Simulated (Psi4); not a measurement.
**A workflow on GeH4 (germane)**

We compute a structure relaxation (BP86/pcseg-1), then the harmonic vibrations, then the vertical excitations (TDA-BP86/pcseg-1) of GeH4 (germane). 

Program for the calculation: Psi4 1.11.

### 1 The molecule

GeH4 has 5 atoms, charge 0, and is taken as a singlet. As SMILES, `[GeH4]`. The coordinates come from a PBE0-D4/def2-TZVP relaxation. The run starts from this shape.

Bond lengths: Ge1–H2 1.534 Å, Ge1–H3 1.534 Å, Ge1–H4 1.534 Å, Ge1–H5 1.534 Å. Angles: H2–Ge1–H3 109.5°, H2–Ge1–H4 109.5°, H2–Ge1–H5 109.5°, H3–Ge1–H4 109.5°, H3–Ge1–H5 109.5°, H4–Ge1–H5 109.5°.

### 2 A geometry optimisation at BP86/pcseg-1 (density fitting) (run 1)

The input, input.inp:

```
memory 1600 mb

molecule molecule1 {
  0 1
  Ge
  H 1 1.534034
  H 1 1.534065 2 109.4623
  H 1 1.534104 2 109.46631 3 -119.97844
  H 1 1.534155 2 109.48738 3 120.00406
}

set reference rks
set geom_maxiter 60

result = optimize('bp86/pcseg-1')
print_variables()
```

Launch:

```sh
$ psi4 input.inp input.out -n 1
```

input.out:

```text
[...]
  Running in c1 symmetry.
[...]
  Nuclear repulsion =   45.420429690593423
[...]
  Multiplicity = 1
[...]
  Nalpha       = 18
  Nbeta        = 18
[...]
    Number of basis functions: 47
[...]
   @DF-RKS iter   1: -2078.61958082149022   -2.47070e+00   2.45659e-02 ADIIS/DIIS
[...]
   @DF-RKS iter   5: -2079.43206931418035   -9.09495e-13   3.73572e-09 DIIS
[...]
    Orbital Energies [Eh]
    ---------------------
    Doubly Occupied:
       1A   -397.067081     2A    -49.120488     3A    -43.759331
       4A    -43.759331     5A    -43.759331     6A     -5.960439
       7A     -4.197073     8A     -4.197073     9A     -4.197072
      10A     -1.106712    11A     -1.106712    12A     -1.106711
      13A     -1.104251    14A     -1.104251    15A     -0.516020
      16A     -0.312161    17A     -0.312146    18A     -0.312139
[...]
  @DF-RKS Final Energy: -2079.43206931418035
   => Energetics <=
    Nuclear Repulsion Energy =             45.0920879549334757
    One-Electron Energy =               -2986.4447634097541595
    Two-Electron Energy =                 942.6501940019734320
    DFT Exchange-Correlation Energy =     -80.7295878613331581
    Empirical Dispersion Energy =           0.0000000000000000
    VV10 Nonlocal Energy =                  0.0000000000000000
    Total Energy =                      -2079.4320693141803531
[...]
 Multipole Moments:
 ------------------------------------------------------------------------------------
     Multipole            Electronic (a.u.)      Nuclear  (a.u.)        Total (a.u.)
 ------------------------------------------------------------------------------------
 L = 1.  Multiply by 2.5417464519 to convert [e a0] to [Debye]
 Dipole X            :          0.0003361           -0.0002549            0.0000812
 Dipole Y            :         -0.0003635            0.0002749           -0.0000886
 Dipole Z            :          0.0000467           -0.0000362            0.0000106
 Magnitude           :                                                    0.0001206
[...]
  -Total Gradient:
     Atom            X                  Y                   Z
    ------   -----------------  -----------------  -----------------
       1        0.000012325184    -0.000012032767     0.000002260460
       2       -0.000005380655     0.000004572426     0.000008871699
       3       -0.000002940599     0.000008954583    -0.000000521840
       4       -0.000013322060    -0.000002224661    -0.000002287042
       5        0.000008443518    -0.000000491346    -0.000005110566
[...]
    Final optimized geometry and variables:
    Molecular point group: c1
    Full point group: C1
    Geometry (in Angstrom), charge = 0, multiplicity = 1:
    GE
    H             1    1.545257
    H             1    1.545269      2  109.466732
    H             1    1.545266      2  109.468941      3 -119.989346
    H             1    1.545249      2  109.479213      3  120.001793
  Variable Map:
  ----------------------------------------------------------------------------
  "CURRENT ENERGY"              =>   -2079.432069314180
  "CURRENT REFERENCE ENERGY"    =>   -2079.432069314180
  "DD SOLVATION ENERGY"         =>       0.000000000000
[...]
```

Standard output:

```text
Optimizer: Optimization complete!
```

Run time: 5.7 s. Hardware: 1 thread of AMD EPYC 9R45 (Zen 5), shared host; peak memory 0.38 GiB.

The path in brief:

```csv
step,energy from the first frame kept (eV),largest force (eV/Å)
0,0.0000,0.1866
1,-0.0040,0.0197
2,-0.0041,0.0009
```

After the run. Bond lengths: Ge1–H2 1.545 Å, Ge1–H3 1.545 Å, Ge1–H4 1.545 Å, Ge1–H5 1.545 Å. Angles: H2–Ge1–H3 109.5°, H2–Ge1–H4 109.5°, H2–Ge1–H5 109.5°, H3–Ge1–H4 109.5°, H3–Ge1–H5 109.5°, H4–Ge1–H5 109.5°.

### 3 Vibrational wavenumbers at BP86/pcseg-1 (density fitting) (run 2)

The input, geh4.xyz:

```xyz
5
GeH4
Ge     0.000097     0.000098     0.000000
H      1.156495    -0.761835     0.685579
H     -1.247912    -0.030159     0.910723
H     -0.331466    -0.673759    -1.350492
H      0.423007     1.465895    -0.245722
```

The input, run.py:

```python
import psi4

psi4.set_memory('1600 MB')
psi4.set_num_threads(1)
psi4.set_output_file('output.dat', False)

with open('geh4.xyz') as f:
    atoms = ''.join(f.readlines()[2:])
geom = psi4.geometry('0 1\n' + atoms + '')

psi4.set_options({
    'basis': 'pcseg-1',
    'reference': 'rks',
    't': 600.0,
    'rotational_symmetry_number': 12,
})

result = psi4.frequency('bp86')
print(f'total energy {result:.8f} hartree = {result * 27.211386:.5f} eV')
```

Launch:

```sh
$ python run.py
```

output.dat, cut to the lines that bear on the results:

```text
[...]
  Running in c1 symmetry.
[...]
  Nuclear repulsion =   45.092090320509854
[...]
  Multiplicity = 1
[...]
  Nalpha       = 18
  Nbeta        = 18
[...]
    Number of basis functions: 47
[...]
   @DF-RKS iter   1: -2078.61507534120210   -2.48479e+00   2.45785e-02 ADIIS/DIIS
[...]
   @DF-RKS iter   9: -2079.43206967903552   -1.31877e-11   1.53520e-09 DIIS
[...]
  @DF-RKS Final Energy: -2079.43206967903552
   => Energetics <=
    Nuclear Repulsion Energy =             45.1018132251096304
    One-Electron Energy =               -2986.4649079811306365
    Two-Electron Energy =                 942.6609062509262458
    DFT Exchange-Correlation Energy =     -80.7298811739408819
    Empirical Dispersion Energy =           0.0000000000000000
    VV10 Nonlocal Energy =                  0.0000000000000000
    Total Energy =                      -2079.4320696790355214
[...]
 Multipole Moments:
[...]
  -Total Gradient:
     Atom            X                  Y                   Z
    ------   -----------------  -----------------  -----------------
       1       -0.000100203862    -0.000249026994    -0.000364291145
       2       -0.000005281006    -0.000037774774    -0.000007290925
       3       -0.000023868616    -0.000039236215    -0.000012480902
       4        0.000104515039     0.000231161246     0.000450407925
       5        0.000023838802     0.000095734760    -0.000066749351
[...]
  ==> Harmonic Vibrational Analysis <==
[...]
  Freq [cm^-1]                 786.7040            787.4441            791.0631
[...]
  IR activ [km/mol]            82.6579             82.6124             82.7317
[...]
  Freq [cm^-1]                 898.3933            906.1296           2094.8936
[...]
  IR activ [km/mol]             0.1210              0.0116              0.8755
[...]
  Freq [cm^-1]                2106.9020           2107.8377           2108.7653
[...]
  IR activ [km/mol]            117.2037            117.6515            117.5945
[...]
  Total E_0, Enthalpy at 0 [K]                                                        -2079.40339146 [Eh]
[...]
  Total H, Enthalpy at  600.00 [K]                                                    -2079.39255886 [Eh]
[...]
  Total G, Gibbs energy at  600.00 [K]                                                -2079.45148469 [Eh]
[...]
```

The script printed:

```text
total energy -2079.43206934 hartree = -56584.22870 eV
```

It took 44 s on 1 thread of AMD EPYC 9R45 (Zen 5), shared host; peak memory 0.41 GiB.

### 4 The vertical excitations at TDA-BP86/pcseg-1 (density fitting, save jk yes) (run 3)

The input, geh4.inp:

```
memory 1600 mb

molecule mol {
  0 1
  Ge
  H 1 1.545256
  H 1 1.54527 2 109.46671
  H 1 1.545266 2 109.46893 3 -119.98932
  H 1 1.545249 2 109.4792 3 120.00178
  units angstrom
}

set basis pcseg-1
set reference rks
set save_jk true

from psi4.driver.procrouting.response.scf_response import tdscf_excitations
e_tot, wfn = energy("bp86", return_wfn=True)
states = tdscf_excitations(wfn, states=6, tda=True)
```

Launch:

```sh
$ psi4 geh4.inp geh4.out -n 1
```

geh4.out, cut to the lines that bear on the results:

```text
[...]
  Running in c1 symmetry.
[...]
  Nuclear repulsion =   45.092083484169656
[...]
  Multiplicity = 1
[...]
  Nalpha       = 18
  Nbeta        = 18
[...]
    Number of basis functions: 47
[...]
   @DF-RKS iter   1: -2078.61507533853364   -2.48479e+00   2.45785e-02 ADIIS/DIIS
[...]
   @DF-RKS iter   6: -2079.43206939035690   -1.54890e-07   8.83843e-07 DIIS
[...]
  @DF-RKS Final Energy: -2079.43206939035690
   => Energetics <=
    Nuclear Repulsion Energy =             45.0920834841696561
    One-Electron Energy =               -2986.4454460351948910
    Two-Electron Energy =                 942.6509213187323439
    DFT Exchange-Correlation Energy =     -80.7296281580637043
    Empirical Dispersion Energy =           0.0000000000000000
    VV10 Nonlocal Energy =                  0.0000000000000000
    Total Energy =                      -2079.4320693903569008
[...]
 Multipole Moments:
 ------------------------------------------------------------------------------------
     Multipole            Electronic (a.u.)      Nuclear  (a.u.)        Total (a.u.)
 ------------------------------------------------------------------------------------
 L = 1.  Multiply by 2.5417464519 to convert [e a0] to [Debye]
 Dipole X            :          0.0003390           -0.0002548            0.0000842
 Dipole Y            :         -0.0003692            0.0002767           -0.0000925
 Dipole Z            :          0.0000472           -0.0000360            0.0000112
 Magnitude           :                                                    0.0001256
[...]
**********                               WARNING                                **********
**********       The names of excited state variables changed between 1.5       **********
[...]
**********                               WARNING                                **********
**********  Length-gauge rotatory strengths are **NOT** gauge-origin invariant  **********
[...]
                                    Excitation Energy         Total Energy        Oscillator Strength             Rotatory Strength
[...]
Excited State    1 (1 A):   0.33040 au   137.90 nm f = 0.0212
[...]
Excited State    3 (1 A):   0.33044 au   137.89 nm f = 0.0213
[...]
Excited State    4 (1 A):   0.33213 au   137.19 nm f = 0.0000
[...]
Excited State    5 (1 A):   0.33214 au   137.18 nm f = 0.0000
[...]
Excited State    6 (1 A):   0.33215 au   137.18 nm f = 0.0000
[...]
```

Wall time 5.1 s (1 thread of AMD EPYC 9R45 (Zen 5), shared host); peak memory 0.35 GiB.

The roots found:

```csv
excited state,energy (eV),strength,label
1,8.991,0.0212,A 1
2,8.991,0.0213,A 1
3,8.992,0.0213,A 1
4,9.038,0.0000,A 1
5,9.038,0.0000,A 1
6,9.038,0.0000,A 1
```

### 5 Outcome

| quantity | value |
| --- | --- |
| run 1, BP86/pcseg-1: total energy at the end | -2079.43207 Eh |
| run 1, BP86/pcseg-1: dipole moment | 0.00 D |
| run 1, BP86/pcseg-1: HOMO energy | -8.49 eV |
| run 1, BP86/pcseg-1: LUMO energy | 0.17 eV |
| run 1, BP86/pcseg-1: HOMO–LUMO gap | 8.66 eV |
| run 2, BP86/pcseg-1: lowest harmonic wavenumber | 787 cm⁻¹ |
| run 2, BP86/pcseg-1: highest harmonic wavenumber | 2109 cm⁻¹ |
| run 2, BP86/pcseg-1: zero-point energy | 75.3 kJ/mol |
| run 2, BP86/pcseg-1: ideal-gas entropy at 600 K (symmetry number 12 as used) | 61.6 cal/(mol K) |
| run 3, TDA-BP86/pcseg-1: ground-state or mean-field energy | -2079.43207 Eh |
| run 3, TDA-BP86/pcseg-1: dipole moment (BP86 Kohn–Sham density) | 0.00 D |
| run 3, TDA-BP86/pcseg-1: HOMO energy (BP86 Kohn–Sham orbitals) | -8.49 eV |
| run 3, TDA-BP86/pcseg-1: LUMO energy (BP86 Kohn–Sham orbitals) | 0.17 eV |
| run 3, TDA-BP86/pcseg-1: HOMO–LUMO gap (BP86 Kohn–Sham orbitals) | 8.66 eV |
| run 3, TDA-BP86/pcseg-1: lowest excitation energy | 8.99 eV |

What this shows: The optimisation (run 1, BP86/pcseg-1) took 3 steps and changed the energy by -0.004 eV. All 9 modes (run 2, BP86/pcseg-1) are real, so the shape is a minimum at this level. The brightest of the 6 transitions from the ground state lies at 8.99 eV (138 nm, f = 0.064, degenerate roots summed). The basis has no diffuse functions, so Rydberg states are missing or pushed up, and the true lowest state may lie lower. Roots above 8.5 eV lie over the negative of the HOMO energy, where those of Rydberg kind are poorly described; valence roots are less touched.
